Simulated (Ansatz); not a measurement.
# Sb in Ansatz: relaxation of the atoms with PBE

Aim: the relaxation of the atoms of Sb with PBE.

Program: Ansatz 0.2.0. These are calculated values, not measurements. Logs are shortened: lines on timing, memory, paths and dates and some standing lists are left out, and cuts for length are marked.

**1. Starting point**

The cell holds a sheet with vacuum, 2 atoms: a = 3.231 Å, b = 3.110 Å, c = 31.360 Å, α = 90.00°, β = 90.00°, γ = 90.00°.

The cell was built by a generator and needn't be a form met in nature.

**2. Relaxation of the atoms, PBE**

input.yaml

```yaml
crystal:
  lattice:
    - [3.23056, 0.0, 0.0]
    - [0.0, 3.1098, 0.0]
    - [0.0, 0.0, 31.36]
  atoms:
    - { symbol: Sb, position: [0.0, 0.0, 0.24638] }
    - { symbol: Sb, position: [0.5, 0.0, 0.3276] }
kpoints:
  mp_grid: { grid: [8, 9, 1] }
scf:
  occupations: { method: fermi_dirac, width: 0.05 }
hamiltonian:
  xc: pbe
  pseudopotentials: { kind: all_electron, lapw: { basis_error: 0.002 } }
output:
  forces: true
  stress: true
relax:
  f_tol: 0.005
  max_steps: 60
```

Potentials or basis: all-electron LAPW, scalar-relativistic.

The run is started by

```bash
$ ansatz run input.yaml --threads 4 --pin off --max-ram 12288MiB --backend cpu --events-out ev --progress --plain --runs-dir out
```

Standard output:

```text
Warning: RAYON_NUM_THREADS=4 ignored (pool sized by the plan → 4); use --threads N
The last accepted step is kept in <dir> (removed where the run ends without a failure and the disk answers)
LAPW: plane waves up to 7.396 Å⁻¹, error target 2.0e-3 eV per atom; small_component_spin mean_spin; Sb in spheres of 1.463 Å, 23 of its electrons in bands, Dirac shells [] (how accurate: hamiltonian.pseudopotentials.lapw.basis_error, Limitations)
Engine: ansatz 0.2.0, x86_64-unknown-linux-gnu
Pseudopotentials: kind: all_electron
Pseudopotential: Sb, LAPW, valence charge 23, lapw/all_electron/scalar/gaussian/Sb, Koelling and Harmon's equation, gaussian nucleus
Functional definition: PBE
  parameter kappa = 0.804
  parameter beta = 0.06672455060314922
  exchange = pbe_x(kappa = kappa, mu = beta*pi^2/3)
  correlation = pbe_c(beta = beta)
Crystal: 2 atoms, lattice volume = 315.055 Å³
Basis set: ecut = 208.38928586734582 eV, 2189 PW (Γ), exchange–correlation at level 2
Bands: 28, of which v1, the nominal top of the filled ones, is band 23 counted from 1 (22 counted from 0)
Symmetry: 8 space group operations
Space group: Pmma (ITA 51), of the structure as read, at distance tolerance 6.8e-5 Å
k-points: 25 of 72
Non-local potential: Sb, projectors of the file, none
Initial density: superposition of atomic densities (neutral atoms: chi_scale 0, normalization atom)
Initial wavefunctions: plane waves of lowest kinetic energy (no species holds an atomic orbital)
Functional: x = pbe(κ = 0.804, μ = 0.2195149727645171), c = pbe(β = 0.06672455060314922)
iter 1 solved again at ethr=3.88e-4 eV; its pass at ethr=1.00e-1 eV (dr2=1.79e-1 eV) is discarded
SCF iter   1: F=—  HF=-352735.906488 eV  |F-HF|=—  |Δ(HF+E_count)|=         —  Δρ=4.21e-3  dr2=1.81e-1  ethr=3.88e-4  ⟨swp⟩=4.0  Hψ=4620  notcnv=0
preconditioner: auto → LDOS  [metal: Δε(μ)=0.039 eV  Ē_g=8.745 eV  σ=0.050 eV  W_gap=0.19  n_scr=24 (ndim 8)  ℏωp=6.6 eV  f_vac=0.777  D(μ)=1.32/eV (n_scr^D=8)  β→1.0]
iter 2 solved again at ethr=2.06e-5 eV; its pass at ethr=3.88e-4 eV (dr2=9.48e-3 eV) is discarded
SCF iter   2: F=—  HF=-352735.867977 eV  |F-HF|=—  |Δ(HF+E_count)|=   3.85e-2  Δρ=1.57e-3  dr2=9.42e-3  ethr=2.06e-5  ⟨swp⟩=2.0  Hψ=3783  notcnv=0
SCF iter   3: F=—  HF=-352735.871369 eV  |F-HF|=—  |Δ(HF+E_count)|=   3.39e-3  Δρ=7.13e-4  dr2=8.36e-3  ethr=2.05e-5  ⟨swp⟩=3.0  Hψ=2260  notcnv=0
SCF iter   4: F=—  HF=-352735.866544 eV  |F-HF|=—  |Δ(HF+E_count)|=   4.82e-3  Δρ=2.21e-4  dr2=2.37e-4  ethr=1.82e-5  ⟨swp⟩=3.0  Hψ=2153  notcnv=0
SCF iter   5: F=—  HF=-352735.866619 eV  |F-HF|=—  |Δ(HF+E_count)|=   7.53e-5  Δρ=5.45e-5  dr2=3.04e-5  ethr=5.14e-7  ⟨swp⟩=3.0  Hψ=2117  notcnv=0
SCF iter   6: F=—  HF=-352735.866603 eV  |F-HF|=—  |Δ(HF+E_count)|=   1.67e-5  Δρ=2.39e-5  dr2=1.93e-6  ethr=6.61e-8  ⟨swp⟩=2.9  Hψ=2063  notcnv=0
SCF iter   7: F=-352735.866607 eV  HF=-352735.866606 eV  |F-HF|=4.05e-7  |Δ(HF+E_count)|=   3.67e-6  Δρ=4.87e-6  dr2=7.27e-8  ethr=4.20e-9  ⟨swp⟩=3.0  Hψ=2135  notcnv=0
SCF 1 converged in 7 iterations: F = -352735.866607 eV  dr2 = 7.27e-8
relax step   1: F+E_penalty+E_count = -352735.86660670 eV  Δ(F+E_penalty+E_count) = +0.000e0 eV  max|allowed force component| = 5.209e-2 eV/Å  Δτ_max = 0.0000 Å  (7 SCF iters, dr2 threshold 6.25e-7 eV, accepted)
Initial density: handed on by an earlier stage of this run
[... 18 lines left out ...]
SCF 3 converged in 5 iterations: F = -352735.866607 eV  dr2 = 1.89e-8
relax step   3: F+E_penalty+E_count = -352735.86660672 eV  Δ(F+E_penalty+E_count) = -2.014e-8 eV  max|allowed force component| = 5.219e-2 eV/Å  Δτ_max = 0.0000 Å  (5 SCF iters, accepted)
SCF iter   1: F=—  HF=-352735.866655 eV  |F-HF|=—  |Δ(HF+E_count)|=         —  Δρ=2.02e-4  dr2=3.59e-4  ethr=7.48e-6  ⟨swp⟩=4.0  Hψ=2662  notcnv=0
SCF iter   2: F=—  HF=-352735.866588 eV  |F-HF|=—  |Δ(HF+E_count)|=   6.69e-5  Δρ=1.31e-4  dr2=1.21e-4  ethr=7.81e-7  ⟨swp⟩=3.0  Hψ=2104  notcnv=0
SCF iter   3: F=—  HF=-352735.866566 eV  |F-HF|=—  |Δ(HF+E_count)|=   2.25e-5  Δρ=3.30e-5  dr2=1.39e-5  ethr=2.62e-7  ⟨swp⟩=3.0  Hψ=2095  notcnv=0
iter 4 solved again at ethr=1.43e-9 eV; its pass at ethr=3.02e-8 eV (dr2=6.56e-7 eV) is discarded
SCF iter   4: F=—  HF=-352735.866564 eV  |F-HF|=—  |Δ(HF+E_count)|=   1.75e-6  Δρ=1.07e-5  dr2=6.52e-7  ethr=1.43e-9  ⟨swp⟩=2.0  Hψ=3472  notcnv=0
SCF iter   5: F=-352735.866565 eV  HF=-352735.866564 eV  |F-HF|=1.99e-8  |Δ(HF+E_count)|=   6.07e-7  Δρ=2.11e-6  dr2=2.67e-8  ethr=1.42e-9  ⟨swp⟩=3.0  Hψ=2069  notcnv=0
SCF 4 converged in 5 iterations: F = -352735.866565 eV  dr2 = 2.67e-8
relax step   4: F+E_penalty+E_count = -352735.86656452 eV  Δ(F+E_penalty+E_count) = +4.220e-5 eV  max|allowed force component| = 5.163e-2 eV/Å  Δτ_max = 0.0115 Å  (5 SCF iters, dr2 threshold 1.70e-7 eV, rejected (line search))
SCF iter   1: F=—  HF=-352735.866908 eV  |F-HF|=—  |Δ(HF+E_count)|=         —  Δρ=1.03e-4  dr2=9.48e-5  ethr=1.98e-6  ⟨swp⟩=4.0  Hψ=2604  notcnv=0
preconditioner: auto → LDOS  [metal: Δε(μ)=0.119 eV  Ē_g=8.509 eV  σ=0.050 eV  W_gap=0.45  n_scr=24 (ndim 8)  ℏωp=6.6 eV  f_vac=0.782  D(μ)=1.42/eV (n_scr^D=8)  β→1.0]
SCF iter   2: F=—  HF=-352735.866890 eV  |F-HF|=—  |Δ(HF+E_count)|=   1.78e-5  Δρ=6.90e-5  dr2=3.63e-5  ethr=2.06e-7  ⟨swp⟩=3.0  Hψ=2107  notcnv=0
iter 3 solved again at ethr=7.38e-9 eV; its pass at ethr=7.89e-8 eV (dr2=3.40e-6 eV) is discarded
SCF iter   3: F=—  HF=-352735.866884 eV  |F-HF|=—  |Δ(HF+E_count)|=   6.24e-6  Δρ=1.64e-5  dr2=3.34e-6  ethr=7.38e-9  ⟨swp⟩=2.0  Hψ=3524  notcnv=0
SCF iter   4: F=—  HF=-352735.866884 eV  |F-HF|=—  |Δ(HF+E_count)|=   1.88e-7  Δρ=5.35e-6  dr2=1.47e-7  ethr=7.26e-9  ⟨swp⟩=2.9  Hψ=2046  notcnv=0
SCF iter   5: F=-352735.866884 eV  HF=-352735.866884 eV  |F-HF|=6.69e-9  |Δ(HF+E_count)|=   2.23e-7  Δρ=1.00e-6  dr2=5.10e-9  ethr=3.20e-10  ⟨swp⟩=3.0  Hψ=2073  notcnv=0
SCF 5 converged in 5 iterations: F = -352735.866884 eV  dr2 = 5.10e-9
relax step   5: F+E_penalty+E_count = -352735.86688416 eV  Δ(F+E_penalty+E_count) = -2.774e-4 eV  max|allowed force component| = 2.613e-3 eV/Å  Δτ_max = 0.0057 Å  (5 SCF iters, accepted)
SCF converged after 5 iterations
Free energy (F): -352735.866884 eV
Harris-Foulkes:  -352735.866884 eV  (|F-HF|=6.69e-9)
Internal energy: -352735.855701 eV  (E = F + TS)
E sigma→0 (E₀):  -352735.861293 eV
Entropy (-TS):   -0.011183 eV (-5.592 meV/atom)
Fermi energy:    -0.728553 eV
--- Per-component energies (eV) ---
  E_band       = -2414.940472
  E_kinetic    = 371743.351367
  E_xc         = -9286.783347
  E_electrostatic = -715192.423721  (all electrons and nuclei)
  E_smearing   = -0.011183  (= −TS)
  E_closure    = 0.000000  (closes the sum)
  E_atoms      = -352728.128962  (free atoms, spherical and without spin; not in F)
  Σ components = -352735.866884   (vs F -352735.866884, Δ=0.00e0)
  Basis errors (estimates in eV, not in F): energy 8.5e-4 per atom: plane waves 7.8e-4 (4.6e-4 summed), levels above the bands 3.2e-30, relativity 5.3e-8, radial functions 7.2e-5, core shells 3.9e-9; eigenvalues (radial functions only) 5.5e-7; not estimated: angular momenta, meshes, grids; target (lapw.basis_error) 2.0e-3; muffin-tin radii Sb 1.463 Å
--- Forces (eV/Å), atoms counted from 1 ---
  atom   1  Sb     0.00000000    -0.00000000     0.00261326
  atom   2  Sb    -0.00000000     0.00000000    -0.00261326
  max |Σ_I F_I| component: 4.34e-19 eV/Å
--- Stress (GPa, compression-positive) ---
        0.599178       0.000000      -0.000000
        0.000000       0.118699      -0.000000
       -0.000000      -0.000000      -0.001917
  P = ⅓ Tr σ = 0.2387 GPa (2.387 kbar)
--- Relaxed structure (5 steps of the walk, 3 accepted, 0 SCFs on fresh bases) ---
  F+E_penalty+E_count = -352735.86688416 eV   max|allowed force component| = 2.613e-3 eV/Å
  atoms:
    - { symbol: Sb, position: [4.65749829457595e-37, -1.8456873464127763e-42, 0.24619839885316172] }
    - { symbol: Sb, position: [0.5, 1.8456873464127763e-42, 0.3277816011468383] }
```

Wall time 51 s (4 threads of Intel Xeon at 2.50GHz (Skylake/Cascade Lake), shared host); peak memory 0.7 GiB.

What came out:

| Item | Value |
| --- | --- |
| Free energy | -352735.8669 eV |
| Energy gained by relaxing | 0.1 meV/atom |
| Ionic steps | 3 |

Forces on the atoms (eV/Å):
```
Sb   0.000  0.000  0.003
Sb   0.000  0.000 -0.003
```

Stress tensor (GPa, compression positive):
```
0.60 0.00 0.00
0.00 0.12 0.00
0.00 0.00 0.00
```

Step by step:
| step | energy change (eV) | largest force (eV/Å) |
| --- | --- | --- |
| 1 | 0.0000 | 0.0521 |
| 2 | 0.0000 | 0.0522 |
| 3 | -0.0003 | 0.0026 |

Final structure:
```
CELL_PARAMETERS angstrom
3.23056 0.00000 0.00000
0.00000 3.10980 0.00000
0.00000 0.00000 31.36000
ATOMIC_POSITIONS crystal
Sb 0.00000 0.00000 0.24620
Sb 0.50000 0.00000 0.32778
```
